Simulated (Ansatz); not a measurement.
# Ni (reference phase): the cost of one run

Computed with Ansatz 0.2.0 (DFT PBE, with the methods named in each step, unless a step's input says otherwise).

**1. Starting point**

Symmetry: Fm-3m, No. 225, cubic system. The conventional cell has a = 3.524 Å, b = 3.524 Å, c = 3.524 Å, α = 90.00°, β = 90.00°, γ = 90.00°. Around Ni (site symmetry m-3m) lie 12 Ni at 2.49 Å.

Structure file:

```
CELL_PARAMETERS angstrom
0.00000 1.76194 1.76194
1.76194 0.00000 1.76194
1.76194 1.76194 0.00000
ATOMIC_POSITIONS crystal
Ni 0.00000 0.00000 0.00000
```

**2. Relaxed, PAW**

input.yaml

```yaml
crystal:
  lattice:
    - [0.0, 1.761935, 1.761935]
    - [1.761935, 0.0, 1.761935]
    - [1.761935, 1.761935, 0.0]
  atoms:
    - { symbol: Ni, position: [0.0, 0.0, 0.0], spin: 1.0 }
magnetization:
  spin_polarized: true
kpoints:
  mp_grid: { grid: [25, 25, 25] }
scf:
  occupations: { method: fermi_dirac, width: 0.05 }
hamiltonian:
  xc: pbe
  pseudopotentials: { kind: paw }
output:
  forces: true
  stress: true
relax:
  f_tol: 0.003
  max_steps: 80
  cell: {}
```

Command:

```console
$ ansatz run input.yaml --threads 4 --pin off --max-ram 10240MiB --backend cpu --events-out ev --progress --plain --runs-dir out
```

Q: Estimate wall time and peak memory on 4 threads of Arm Neoverse V1, shared host.

About 14 s, with a peak of 0.44 GiB.
